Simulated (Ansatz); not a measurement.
**GaP₂H (singlet): the correlation ladder at distance P2–P3 = 1.527 Å, cc-pVDZ**

One table from this session's results is given with a row withheld; the runs are named, their logs left out.

Program: Ansatz 0.2.0, Gaussian basis. Level of theory: cc-pVDZ, core rule «outside noble gas», up to 24 orbitals frozen. These are calculated values, not measurements.

To be run: UHF; CCSD(T) on RHF; BCCD(T) on RHF; CISD; CCSDT(Q) on RHF; CASSCF and MRCISD+Q, 2 electrons in 2 orbitals; CASSCF and NEVPT2, 2 electrons in 2 orbitals.

37 further runs of the same task are left out: 2 for a mislabelled method, 2 for a known fault of the program, 26 that didn't finish, 7 set aside as unsound or not needed.

### What is computed

The geometry derives from a PBE0/def2-TZVP stationary point (not a proven minimum). One bond is set to the value named and the two fragments are kept rigid. No spin-orbit coupling is included. The filled d shell of Ga may be among the frozen orbitals whatever the setting's name suggests; the logs give the count.

4 atoms, charge 0, spin multiplicity 1.

Atoms are counted from 1 here; the program's logs count them from 0.

Bond lengths: Ga1–P2 2.452 Å, P2–P3 1.527 Å, P2–H4 1.608 Å. Angles: Ga1–P2–P3 168.7°, Ga1–P2–H4 53.9°, P3–P2–H4 114.8°.

The first run:

Contents of in.yaml:

```yaml
crystal:
  periodic: [false, false, false]
  atoms:
    - {symbol: Ga, position_ang: [-0.000008, -0.250961, 2.000609]}
    - {symbol: P, position_ang: [0.000001, -0.433834, -0.444317]}
    - {symbol: P, position_ang: [-0.000008, -0.247172, -1.959865]}
    - {symbol: H, position_ang: [0.000014, 0.931967, 0.403572]}
basis:
  gaussian: {orbitals: cc-pVDZ}
magnetization: {spin_polarized: true, initial_magnetization: 0}
hamiltonian: {xc: hf}
output: {orbitals: {seedname: orbitals}}
```

Started as:

```sh
ansatz run in.yaml --threads 1 --pin off --events-out ev --progress --plain --max-ram 2393MiB
```

Among the steps run: UHF; CCSD(T) on RHF; BCCD(T) on RHF; CISD; CCSDT(Q) on RHF; CASSCF and MRCISD+Q, 2 electrons in 2 orbitals; CASSCF and NEVPT2, 2 electrons in 2 orbitals.

One table of the session follows, with a row left open; its other results are not shown here.

```
     method  from RCCSDT(Q) (kJ/mol)
        RHF                   +836.6
       RMP2                        ?
      RCCSD                    +40.9
   RCCSD(T)                     +6.0
    BCCD(T)                     +5.8
     RCCSDT                     +2.9
  RCCSDT(Q)                        0
CASSCF pair                   +797.4
NEVPT2 pair                   +133.7
```

**Question.** Estimate the row for RMP2.

The run gave: from RCCSDT(Q) (kJ/mol): +133.8. In the column «from RCCSDT(Q) (kJ/mol)» it lies between NEVPT2 pair (+133.7) and CASSCF pair (+797.4).

Not comparable, so not listed: CISD; CASSCF and MRCISD+Q, 2 electrons in 2 orbitals (they don't share determinant, frozen orbitals or solution with the rows shown, or repeat one).

To keep in mind: Warnings in the runs' records: passed over end.
